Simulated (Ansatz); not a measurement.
# ClF3Hf: the cost of one run

The runs use Ansatz 0.2.0, Gaussian basis; the settings change from run to run.

## Step 1: The geometry

The geometry comes from an earlier relaxation with PBE0-D4 in a triple-zeta def2 set; it is a stationary point. Hf takes a core potential in def2 sets; no spin-orbit term is included.

SMILES `[F][Hf]([F])([F])[Cl]`, 5 atoms, charge 0, spin multiplicity 1.

Atoms are counted from 1 here; the program's logs count them from 0.

Bond lengths: F1–Hf2 1.891 Å, Hf2–F3 1.891 Å, Hf2–F4 1.891 Å, Hf2–Cl5 2.339 Å. Angles: F1–Hf2–F3 108.8°, F1–Hf2–F4 108.8°, F1–Hf2–Cl5 110.1°, F3–Hf2–F4 108.8°, F3–Hf2–Cl5 110.1°, F4–Hf2–Cl5 110.1°.

Coordinates:

```mol
ClF3Hf
  3D, bonds by distance, orders not assigned

  5  4  0  0  0  0  0  0  0  0999 V2000
   -0.6719   -0.5155    1.7145 F   0  0
    0.0159   -0.0913    0.0047 Hf  0  0
    1.8280   -0.6265   -0.0747 F   0  0
   -0.9614   -1.0481   -1.3014 F   0  0
   -0.1605    2.2079   -0.3846 Cl  0  0
  1  2  8  0
  2  3  8  0
  2  4  8  0
  2  5  8  0
M  END
```

## Step 2: RPBE/ANO-RCC-VTZP

Set apart from the defaults: atoms shaken by 0.15 Å, finite nuclei, D4 dispersion, high accuracy.

in.yaml reads:

```yaml
crystal:
  periodic: [false, false, false]
  atoms:
    - {symbol: F, position_ang: [-0.580227, -0.256476, 1.946920]}
    - {symbol: Hf, position_ang: [-0.296152, -0.154259, 0.172627]}
    - {symbol: F, position_ang: [2.097284, -0.752011, -0.036849]}
    - {symbol: F, position_ang: [-1.169470, -0.818482, -1.407688]}
    - {symbol: Cl, position_ang: [-0.147559, 2.369201, -0.265477]}
basis:
  gaussian: {orbitals: ANO-RCC-VTZP, nuclear_model: gaussian}
hamiltonian: {xc: {name: RPBE}, dispersion: d4}
accuracy: high
output: {forces: true}
```

Launch:

```
> ansatz run in.yaml --threads 4 --pin off --events-out ev --progress --plain --max-ram 10444MiB
```

Q: Estimate wall time and peak memory on 4 threads of Arm Neoverse V2, shared host.

About 3 min, with a peak of 1.8 GiB.
